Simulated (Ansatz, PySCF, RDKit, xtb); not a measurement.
# Which structure has the formula [ZnSiNH4]+?, part 2 of 2

Given the formula [ZnSiNH4]+ (charge +1) and nothing else, which arrangement of the atoms is the most stable in the gas at 298.15 K, and what are its properties?

xtb, Ansatz and PySCF; isolated molecules. Earlier steps stand in the parts before.

## (11) The ranking

Energies in kcal/mol from c764a; G adds the thermal terms to the CCSD(T)/def2-TZVP energy. The columns left of the relaxed level are at the tight-binding geometries.

```csv
label,SMILES,spin,GFN2-xTB,HF/STO-3G,r2SCAN-D4/def2-SVP,B3LYP-D3(BJ)/def2-SVP,HF/def2-TZVP,MP2/def2-TZVP,CCSD(T)/def2-TZVP,G,share at equilibrium,T1
c764a,[NH2][SiH2][Zn] ‡,singlet,0.0,0.0,0.0,0.0,0.0,0.0,0.0,0.0,100.0 %,0.015
c426a,[NH2+]=[SiH][ZnH],singlet,5.2,55.4,7.7,11.0,8.3,8.7,9.3,8.1,< 0.1 %,0.016
c917,[NH3][SiH][Zn] ‡,singlet,22.0,14.7,13.7,10.1,19.2,16.1,13.2,14.5,< 0.1 %,0.014
```

‡ marks the bonded skeleton alone, with all bonds drawn single: no Lewis structure was assigned that passes a check against the bond lengths.

Lowest found: c764a, `[NH2][SiH2][Zn]` ‡, a singlet of point group Cs. Bond lengths: N1–Si2 1.682 Å, Si2–Zn3 2.615 Å, N1–H4 1.018 Å, N1–H5 1.018 Å, Si2–H6 1.476 Å, Si2–H7 1.476 Å. Angles: N1–Si2–Zn3 111.6°, N1–Si2–H6 114.1°, N1–Si2–H7 114.1°, Zn3–Si2–H6 96.7°, Zn3–Si2–H7 96.7°, Si2–N1–H4 123.5°, Si2–N1–H5 123.5°, H6–Si2–H7 120.2°, H4–N1–H5 112.6°.

```xyz
7

N     0.2116   -0.3302   -0.0594
Si    0.1532    1.3504   -0.1126
Zn   -1.9814    2.1987   -1.3622
H     0.6083   -0.9027   -0.8020
H    -0.2424   -0.8859    0.6628
H     1.1403    1.9590   -1.0261
H    -0.1450    1.9845    1.1868
```

‡ marks the bonded skeleton alone, with all bonds drawn single: no Lewis structure was assigned that passes a check against the bond lengths.

## (12) Density, orbitals and dipole (PBE0/def2-TZVPD)

Contents of input.yaml:

```yaml
basis:
  gaussian: {orbitals: def2-TZVPD}
crystal:
  periodic: [false, false, false]
  atoms:
    - {symbol: N, position_ang: [0.211590, -0.330155, -0.059438]}
    - {symbol: Si, position_ang: [0.153177, 1.350385, -0.112585]}
    - {symbol: Zn, position_ang: [-1.981435, 2.198651, -1.362217]}
    - {symbol: H, position_ang: [0.608326, -0.902690, -0.801996]}
    - {symbol: H, position_ang: [-0.242390, -0.885908, 0.662798]}
    - {symbol: H, position_ang: [1.140297, 1.958973, -1.026144]}
    - {symbol: H, position_ang: [-0.144988, 1.984495, 1.186806]}
total_charge: 1
hamiltonian: {xc: {name: PBE0}}
output: {forces: true, orbitals: {seedname: orbitals}}
```

The run is started by

```console
$ ansatz run input.yaml --threads 1 --pin off --max-ram 2610MiB --events-out events.jsonl --progress --plain --runs-dir runs
```

Standard output, cut to the lines that bear on the results:

```text
Warning: RAYON_NUM_THREADS=1 ignored (pool sized by the plan → 1); use --threads N
Functional definition: PBE0
  name "PBE0"
[...]
1216 factors; their error is unknown
[...]
mean field -57835.09874403 eV, -2125.4006768052 hartree, gradient 4.9e-5 eV, S^2 0.000000; 0 other end points of the search recorded, 0 dependent functions left out
[...]
reference -57835.09877736 eV, -2125.4006780300 hartree; 27, 27 occupied and 140, 140 virtual orbitals, 1216 factors
Total energy: -57835.09877736 eV, -2125.4006780300 hartree
Atom 0 at     0.211590    -0.330155    -0.059438 Å, force    -0.034060     0.070692    -0.020169 eV/Å
Atom 1 at     0.153177     1.350385    -0.112585 Å, force    -0.066604    -0.414505    -0.034304 eV/Å
Atom 2 at    -1.981435     2.198651    -1.362217 Å, force     0.114652    -0.051515     0.067228 eV/Å
Atom 3 at     0.608326    -0.902690    -0.801996 Å, force    -0.154635     0.225236     0.277784 eV/Å
Atom 4 at    -0.242390    -0.885908     0.662798 Å, force     0.166802     0.218693    -0.275773 eV/Å
Atom 5 at     1.140297     1.958973    -1.026144 Å, force    -0.042878    -0.023500     0.043977 eV/Å
Atom 6 at    -0.144988     1.984495     1.186806 Å, force     0.016723    -0.025100    -0.058743 eV/Å
Dipole moment:    -0.000932    -0.184172     0.001597 e Å
```

It took 9 s on 1 thread of Intel Xeon Platinum 8259CL at 2.50GHz (Skylake/Cascade Lake), shared host.

## (13) Frequencies after a tight-binding relaxation (GFN2-xTB)

Contents of start.xyz:

```xyz
7
c764a
N      0.211590    -0.330155    -0.059438
Si     0.153177     1.350385    -0.112585
Zn    -1.981435     2.198651    -1.362217
H      0.608326    -0.902690    -0.801996
H     -0.242390    -0.885908     0.662798
H      1.140297     1.958973    -1.026144
H     -0.144988     1.984495     1.186806
```

The run is started by

```console
$ xtb start.xyz --gfn 2 --ohess tight --chrg 1
```

Standard output, cut to the lines that bear on the results:

```text
* xtb version 6.7.1
[...]
          :  # basis functions                  22          :
[...]
          :  # electrons                        14          :
[...]
          :  Hamiltonian                  GFN2-xTB          :
[...]
          :  net charge                          1          :
          :  unpaired electrons                  0          :
[...]
   *** convergence criteria satisfied after 13 iterations ***
[...]
   *** GEOMETRY OPTIMIZATION CONVERGED AFTER 6 ITERATIONS ***
[...]
   *** convergence criteria satisfied after 3 iterations ***
[...]
         ::                     SUMMARY                     ::
         :::::::::::::::::::::::::::::::::::::::::::::::::::::
         :: total energy              -6.842144032970 Eh    ::
         :: gradient norm              0.000128828266 Eh/a0 ::
         :: HOMO-LUMO gap              3.415928163450 eV    ::
         ::.................................................::
         :: SCC energy                -6.920376559328 Eh    ::
         :: -> isotropic ES            0.129369552870 Eh    ::
         :: -> anisotropic ES         -0.008253374494 Eh    ::
         :: -> anisotropic XC          0.003585903707 Eh    ::
         :: -> dispersion             -0.003277348011 Eh    ::
         :: repulsion energy           0.078232526359 Eh    ::
         :: add. restraining           0.000000000000 Eh    ::
         :: total charge               1.000000000000 e     ::
         :::::::::::::::::::::::::::::::::::::::::::::::::::::
[...]
         7        2.0000           -0.5775177             -15.7151 (HOMO)
         8                         -0.4519846             -12.2991 (LUMO)
[...]
     #   Z          covCN         q      C6AA      α(0)
     1   7 N        2.541    -0.330    28.525     7.932
     2  14 Si       3.476     0.510   101.378    19.543
     3  30 Zn       0.816     0.287   279.691    39.319
     4   1 H        0.860     0.231     0.962     1.536
     5   1 H        0.860     0.231     0.962     1.536
     6   1 H        0.919     0.036     2.506     2.476
     7   1 H        0.919     0.036     2.506     2.476
[...]
          | TOTAL ENERGY               -6.842144032970 Eh   |
          | TOTAL ENTHALPY             -6.794864501238 Eh   |
          | TOTAL FREE ENERGY          -6.831415406324 Eh   |
          | GRADIENT NORM               0.000128863487 Eh/α |
[...]
```

Run time: 0.18 s. Hardware: 1 thread of Intel Xeon Platinum 8259CL at 2.50GHz (Skylake/Cascade Lake), shared host.

## (14) Electronic excitations (TD-B3LYP/def2-SVPD)

An in-house driver calls PySCF's response routines at TD-B3LYP/def2-SVPD; it has no typed input.

Standard output:

```text
coarse grid: 28864 points
cycle   1  E = -2125.4418637589  dE = -8.735e-02  |g| = 5.169e-01  |ddm| = 3.031e+00
cycle   2  E = -2125.2495044514  dE =  1.924e-01  |g| = 1.017e+00  |ddm| = 2.036e+00
cycle   3  E = -2125.4909028848  dE = -2.414e-01  |g| = 1.507e-01  |ddm| = 1.350e+00
cycle   4  E = -2125.4968868251  dE = -5.984e-03  |g| = 4.167e-02  |ddm| = 2.067e-01
cycle   5  E = -2125.4971172292  dE = -2.304e-04  |g| = 9.106e-03  |ddm| = 5.429e-02
cycle   6  E = -2125.4971376932  dE = -2.046e-05  |g| = 3.777e-03  |ddm| = 2.224e-02
cycle   7  E = -2125.4971416631  dE = -3.970e-06  |g| = 6.126e-04  |ddm| = 6.820e-03
final grid: 57448 points
cycle   8  E = -2125.4971341137  dE =  4.106e-08  |g| = 7.774e-04  |ddm| = 2.968e-03
cycle   9  E = -2125.4971338749  dE =  2.389e-07  |g| = 1.216e-03  |ddm| = 3.856e-03
cycle  10  E = -2125.4971343143  dE = -4.395e-07  |g| = 1.967e-04  |ddm| = 2.280e-03
cycle  11  E = -2125.4971343224  dE = -8.050e-09  |g| = 2.563e-05  |ddm| = 2.064e-04
cycle  12  E = -2125.4971343225  dE = -1.291e-10  |g| = 7.082e-06  |ddm| = 2.851e-05
converged SCF energy = -2125.4971343225

Static polarisability (au): isotropic 69.123, principal 50.048 53.698 103.623

Singlet excitations
state   eV       nm        f      main configurations
  1   4.4066    281.4   0.51090   H->L 0.93
  2   5.5213    224.6   0.14606   H->L+1 0.92
  3   5.7853    214.3   0.17142   H-1->L 0.91
  4   5.9510    208.3   0.12577   H->L+2 0.96
  5   6.2434    198.6   0.01560   H-2->L 0.99
  6   7.0035    177.0   0.00134   H->L+3 0.92
  7   7.3289    169.2   0.09924   H-1->L+1 0.86
  8   7.6270    162.6   0.09274   H->L+4 0.73, H-3->L 0.18

Triplet excitations (Tamm-Dancoff, eV): 2.4962 4.4130 4.5768
```

It took 9.3 s on 1 thread of Intel Xeon Platinum 8259CL at 2.50GHz (Skylake/Cascade Lake), shared host.

The roots found:

```csv
excited state,energy (eV),strength
1,4.407,0.5109
2,5.521,0.1461
3,5.785,0.1714
4,5.951,0.1258
5,6.243,0.0156
6,7.003,0.0013
7,7.329,0.0992
8,7.627,0.0927
```

## (15) NMR shieldings (GIAO PBE0/pcSseg-1)

An in-house driver calls PySCF's response routines at GIAO PBE0/pcSseg-1; it has no typed input.

Standard output:

```text
coarse grid: 28864 points
cycle   1  E = -2125.0727525054  dE = -1.119e-01  |g| = 8.806e-01  |ddm| = 2.392e+00
cycle   2  E = -2124.8585553808  dE =  2.142e-01  |g| = 1.618e+00  |ddm| = 1.588e+00
cycle   3  E = -2125.1467618426  dE = -2.882e-01  |g| = 1.283e-01  |ddm| = 1.100e+00
cycle   4  E = -2125.1492221573  dE = -2.460e-03  |g| = 9.862e-02  |ddm| = 2.176e-01
cycle   5  E = -2125.1511196430  dE = -1.897e-03  |g| = 9.878e-03  |ddm| = 7.702e-02
cycle   6  E = -2125.1511371055  dE = -1.746e-05  |g| = 4.684e-03  |ddm| = 1.401e-02
cycle   7  E = -2125.1511410472  dE = -3.942e-06  |g| = 9.726e-04  |ddm| = 6.175e-03
final grid: 57448 points
cycle   8  E = -2125.1511753020  dE =  1.004e-07  |g| = 1.430e-03  |ddm| = 2.277e-03
cycle   9  E = -2125.1511748152  dE =  4.868e-07  |g| = 2.420e-03  |ddm| = 2.558e-03
cycle  10  E = -2125.1511756813  dE = -8.661e-07  |g| = 2.167e-04  |ddm| = 1.293e-03
cycle  11  E = -2125.1511756904  dE = -9.058e-09  |g| = 2.629e-05  |ddm| = 2.326e-04
cycle  12  E = -2125.1511756904  dE = -5.957e-11  |g| = 1.047e-05  |ddm| = 2.229e-05
converged SCF energy = -2125.1511756904

GIAO shielding tensors (ppm)
atom      isotropic    diamagn.    paramagn.     s11        s22        s33       span
  0 N      203.397     320.203    -116.806    170.372    205.329    234.489     64.117
  1 Si     343.167     877.807    -534.640    271.330    355.820    402.352    131.022
  2 Zn    2427.875    2519.248     -91.373   2383.707   2391.503   2508.414    124.708
  3 H       28.045      29.605      -1.560     21.871     25.111     37.153     15.281
  4 H       28.045      30.028      -1.983     21.872     25.111     37.153     15.282
  5 H       24.999      26.129      -1.131     21.182     24.259     29.555      8.373
  6 H       24.998      26.376      -1.378     21.181     24.259     29.555      8.373
```

Run time: 8.1 s. Hardware: 1 thread of Intel Xeon Platinum 8259CL at 2.50GHz (Skylake/Cascade Lake), shared host; peak memory 0.55 GiB.

Isotropic shieldings (absolute, not shifts):

```csv
atoms,shielding (ppm)
N1,203.4
Si2,343.2
Zn3,2427.9
H4,28.04
H5,28.05
H6,25.00
H7,25.00
```

## (16) One electron fewer at the same geometry (PBE0/def2-TZVPD)

Contents of input.yaml:

```yaml
crystal:
  periodic: [false, false, false]
  atoms:
    - {symbol: "N", position_ang: [0.211590, -0.330155, -0.059438]}
    - {symbol: Si, position_ang: [0.153177, 1.350385, -0.112585]}
    - {symbol: Zn, position_ang: [-1.981435, 2.198651, -1.362217]}
    - {symbol: H, position_ang: [0.608326, -0.902690, -0.801996]}
    - {symbol: H, position_ang: [-0.242390, -0.885908, 0.662798]}
    - {symbol: H, position_ang: [1.140297, 1.958973, -1.026144]}
    - {symbol: H, position_ang: [-0.144988, 1.984495, 1.186806]}
basis:
  gaussian:
    orbitals: def2-TZVPD
magnetization:
  spin_polarized: true
  initial_magnetization: 1
hamiltonian:
  xc: {name: PBE0}
total_charge: 2
```

The run is started by

```console
$ ansatz run input.yaml --threads 1 --pin off --max-ram 2610MiB --events-out events.jsonl --progress --plain --runs-dir runs
```

Standard output:

```text
Warning: RAYON_NUM_THREADS=1 ignored (pool sized by the plan → 1); use --threads N
Functional definition: PBE0
  name "PBE0"
  parameter a = 0.25
  parameter kappa = 0.804
  parameter beta = 0.06672455060314922
  exchange = (1 - a)*pbe_x(kappa = kappa, mu = beta*pi^2/3) + a*exact_x
  correlation = pbe_c(beta = beta)
1216 factors; their error is unknown
mean field evaluation 1: about -57786.1665 eV, gradient 9.1e1 eV
mean field evaluation 2: about -57502.3389 eV, gradient 1.6e2 eV
mean field evaluation 4: about -57814.8834 eV, gradient 3.7e1 eV
mean field evaluation 8: about -57820.7524 eV, gradient 7.8e-1 eV
mean field evaluation 16: about -57820.8714 eV, gradient 5.4e-3 eV
mean field -57820.87137596 eV, -2124.8778306724 hartree, gradient 9.7e-6 eV, S^2 0.777797; 0 other end points of the search recorded, 0 dependent functions left out
reference -57820.87141164 eV, -2124.8778319835 hartree; 27, 26 occupied and 140, 141 virtual orbitals, 1216 factors
Total energy: -57820.87141164 eV, -2124.8778319835 hartree
```

Run time: 11 s. Hardware: 1 thread of Intel Xeon Platinum 8259CL at 2.50GHz (Skylake/Cascade Lake), shared host.

Difference from the parent: 14.23 eV.

## (17) One electron more at the same geometry (PBE0/def2-TZVPD)

Edit input.yaml of step 16 so:

```diff
@@ -18,2 +18,3 @@
   xc: {name: PBE0}
-total_charge: 2
+scf:
+  lower_state_search: off
```

The run is started by

```console
$ ansatz run input.yaml --threads 1 --pin off --max-ram 2610MiB --events-out events.jsonl --progress --plain --runs-dir runs
```

Standard output, cut to the lines that bear on the results:

```text
Warning: RAYON_NUM_THREADS=1 ignored (pool sized by the plan → 1); use --threads N
Functional definition: PBE0
  name "PBE0"
[...]
1216 factors; their error is unknown
[...]
mean field -57840.96293643 eV, -2125.6161819011 hartree, gradient 3.0e-6 eV, S^2 0.759164; 0 other end points of the search recorded, 0 dependent functions left out
reference -57840.96297723 eV, -2125.6161834004 hartree; 28, 27 occupied and 139, 140 virtual orbitals, 1216 factors
Total energy: -57840.96297723 eV, -2125.6161834004 hartree
Checks for a lower state left out: stability, starts, cluster_reference, orbital_swaps, neighbouring_geometries, increment
```

Run time: 8.1 s. Hardware: 1 thread of Intel Xeon Platinum 8259CL at 2.50GHz (Skylake/Cascade Lake), shared host.

Parent less the species with the added electron: 5.86 eV.

## (18) The triplet at the same geometry (PBE0/def2-TZVPD)

Contents of input.yaml:

```yaml
basis:
  gaussian: {orbitals: def2-TZVPD}
crystal:
  periodic: [false, false, false]
  atoms:
    - {symbol: N, position_ang: [0.211590, -0.330155, -0.059438]}
    - {symbol: Si, position_ang: [0.153177, 1.350385, -0.112585]}
    - {symbol: Zn, position_ang: [-1.981435, 2.198651, -1.362217]}
    - {symbol: H, position_ang: [0.608326, -0.902690, -0.801996]}
    - {symbol: H, position_ang: [-0.242390, -0.885908, 0.662798]}
    - {symbol: H, position_ang: [1.140297, 1.958973, -1.026144]}
    - {symbol: H, position_ang: [-0.144988, 1.984495, 1.186806]}
total_charge: 1
magnetization: {spin_polarized: true, initial_magnetization: 2}
hamiltonian: {xc: {name: PBE0}}
```

The run is started by

```console
$ ansatz run input.yaml --threads 1 --pin off --max-ram 2610MiB --events-out events.jsonl --progress --plain --runs-dir runs
```

Standard output:

```text
Warning: RAYON_NUM_THREADS=1 ignored (pool sized by the plan → 1); use --threads N
Functional definition: PBE0
  name "PBE0"
  parameter a = 0.25
  parameter kappa = 0.804
  parameter beta = 0.06672455060314922
  exchange = (1 - a)*pbe_x(kappa = kappa, mu = beta*pi^2/3) + a*exact_x
  correlation = pbe_c(beta = beta)
1216 factors; their error is unknown
mean field evaluation 1: about -57805.1339 eV, gradient 7.4e1 eV
mean field evaluation 2: about -57578.0273 eV, gradient 1.5e2 eV
mean field evaluation 4: about -57830.6994 eV, gradient 2.1e1 eV
mean field evaluation 8: about -57832.5281 eV, gradient 1.2e0 eV
mean field evaluation 16: about -57832.6438 eV, gradient 1.3e-3 eV
mean field -57832.64378211 eV, -2125.3104586188 hartree, gradient 2.5e-5 eV, S^2 2.007288; 0 other end points of the search recorded, 0 dependent functions left out
reference -57832.64381850 eV, -2125.3104599560 hartree; 28, 26 occupied and 139, 141 virtual orbitals, 1216 factors
Total energy: -57832.64381850 eV, -2125.3104599560 hartree
```

It took 14 s on 1 thread of Intel Xeon Platinum 8259CL at 2.50GHz (Skylake/Cascade Lake), shared host.

It lies 2.45 eV above the singlet.

## (19) Stability of the closed-shell solution (PBE0/def2-SVP)

Contents of input.xyz:

```xyz
7
H4NSiZn
N      0.211590    -0.330155    -0.059438
Si     0.153177     1.350385    -0.112585
Zn    -1.981435     2.198651    -1.362217
H      0.608326    -0.902690    -0.801996
H     -0.242390    -0.885908     0.662798
H      1.140297     1.958973    -1.026144
H     -0.144988     1.984495     1.186806
```

Contents of input.py:

```python
from pyscf import gto, dft

mol = gto.M(
    atom='input.xyz',
    verbose=3,
    basis='def2-svp',
    charge=1,
    max_memory=1860,
)

ks = dft.RKS(mol)
ks.xc = 'pbe0'
ks = ks.density_fit(auxbasis='def2-universal-jkfit')
ks.max_cycle = 100
ks.grids.level = 3
ks.kernel()
if not ks.converged:
    ks = ks.newton().run(ks.mo_coeff, ks.mo_occ)

e_tot = ks.e_tot
print(f'total energy: {e_tot:.8f} hartree')
mo_i, mo_e, stable_i, stable_e = ks.stability(internal=True, external=True, return_status=True)
print('stable: internal', stable_i, 'external', stable_e)
```

The run is started by

```console
$ OMP_NUM_THREADS=1 python input.py
```

Standard output:

```text
converged SCF energy = -2124.97260928663
total energy: -2124.97260929 hartree
<class 'pyscf.df.df_jk.DFRKS'> wavefunction is stable in the internal stability analysis
<class 'pyscf.df.df_jk.DFRKS'> wavefunction is stable in the real -> complex stability analysis
<class 'pyscf.df.df_jk.DFRKS'> wavefunction is stable in the RHF/RKS -> UHF/UKS stability analysis
stable: internal True external True
```

It took 64 s on 1 thread of Intel Xeon Platinum 8259CL at 2.50GHz (Skylake/Cascade Lake), shared host.

## (20) What came out

The summary covers parts 1 to 2.

```
                                                        quantity                                                                     value
                                          lowest structure found                                            [NH2][SiH2][Zn] ‡, singlet, Cs
                                                   next finalist                      [NH2+]=[SiH][ZnH], singlet, 8.1 kcal/mol higher in G
                       share at equilibrium, among the finalists                                                                   100.0 %
                                                          funnel  24 starts, 15 minima at GFN2-xTB, 15 screening runs, 4 relaxed, 3 ranked
                                            CPU time of all runs                                                                    16 min
harmonic wavenumbers, lowest and highest (B3LYP-D3(BJ)/def2-SVP)                                                         139 and 3646 cm⁻¹
                             rotational constants, same geometry                                             0.5656, 0.06982, 0.06441 cm⁻¹
                                   HOMO energy (PBE0/def2-TZVPD)                                                                 -12.23 eV
                                   LUMO energy (PBE0/def2-TZVPD)                                                                  -7.67 eV
                                 HOMO–LUMO gap (PBE0/def2-TZVPD)                                                                   4.56 eV
                          lowest excitation (TD-B3LYP/def2-SVPD)                                                       4.41 eV (f = 0.511)
             lowest triplet excitation, same level, Tamm-Dancoff                                                                   2.50 eV
                                      vertical ionisation energy                                                                  14.23 eV
                  vertical recombination energy (electron added)                                                                   5.86 eV
                                   vertical triplet less singlet                                                                  +2.45 eV
```

The lowest structure found is `[NH2][SiH2][Zn]` ‡. Among the finalists first place is clear (8.1 kcal/mol); structures outside the list aren't covered. GFN2-xTB, r2SCAN-D4/def2-SVP, B3LYP-D3(BJ)/def2-SVP, HF/def2-TZVP and MP2/def2-TZVP already put its bonding pattern lowest among the structures in one piece; HF/STO-3G favours the triplet [SiH2][NH2][Zn] ‡ (c907b, not a finalist). The largest share of the time went into the vibrations (33 %). Lowest found is not proven lowest: the search is finite, and each finalist counts with one conformer. Patterns outside the rules of the enumeration were met only by chance.

‡ marks the bonded skeleton alone, with all bonds drawn single: no Lewis structure was assigned that passes a check against the bond lengths.
